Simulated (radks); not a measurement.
# Cs in [Xe] 6s1: an all-electron calculation

One table from this session's results is given with a row withheld; the runs are named, their logs left out.

Program: radks (a radial shooting solver on a logarithmic mesh, Libxc functionals) version 1. Level of theory: Dirac Kohn-Sham, PBE, spin-unpolarised, spherical densities, finite nucleus. These are calculated values, not measurements, unless marked.

## What is computed

| Quantity | Value |
| --- | --- |
| element | caesium (Z = 55) |
| charge | 0 |
| electrons | 55 |
| configuration | [Xe] 6s1 |
| nuclear rms radius | 4.8041 fm |

Outer shells as boxes (Hund's rule):

Cs
```
[Xe] core
6s [↑ ]
```

The first run:

Input:

```text
Z 55
configuration [Xe] 6s1
relativity Dirac
functional pbe,pbe
spin unpolarised
j_filling energy
nucleus finite rms 4.8041 fm
c 137.035999084
```

On the command line:

```bash
$ python run_ks.py task.json out
```

The same process makes all the runs of this session.

One of the session's tables, all rows but one given; the rest of the session is left out.

It belongs to the step «Radial structure». Radial moments (bohr):

```
level      <r>  outermost maximum (interpolated)  90 % within  nodes
1s1/2  0.02611                            0.0168       0.0470      0
2s1/2        ?                                 ?            ?      ?
2p1/2  0.09403                            0.0727        0.154      0
2p3/2  0.09992                            0.0777        0.162      0
3s1/2   0.2987                             0.273        0.439      2
3p1/2   0.2887                             0.259        0.434      1
3p3/2   0.3005                             0.270        0.451      1
3d3/2   0.2714                             0.219        0.426      0
3d5/2   0.2751                             0.222        0.431      0
4s1/2   0.6948                             0.643        1.000      3
4p1/2   0.7207                             0.657         1.05      2
4p3/2   0.7481                             0.681         1.09      2
4d3/2   0.8307                             0.716         1.26      1
4d5/2   0.8411                             0.725         1.27      1
5s1/2    1.742                              1.55         2.52      4
5p1/2    2.022                              1.73         2.99      3
5p3/2    2.119                              1.81         3.14      3
6s1/2    5.690                              4.79         8.48      5
```

Estimate the missing values for 2s1/2.

The run gave: <r>: 0.1117; outermost maximum (interpolated): 0.0950; 90 % within: 0.173; nodes: 1. In the column «<r>» it lies between 2p3/2 (0.09992) and 3d3/2 (0.2714).

Limits of these values: Spin polarisation and multiplet splitting are left out.
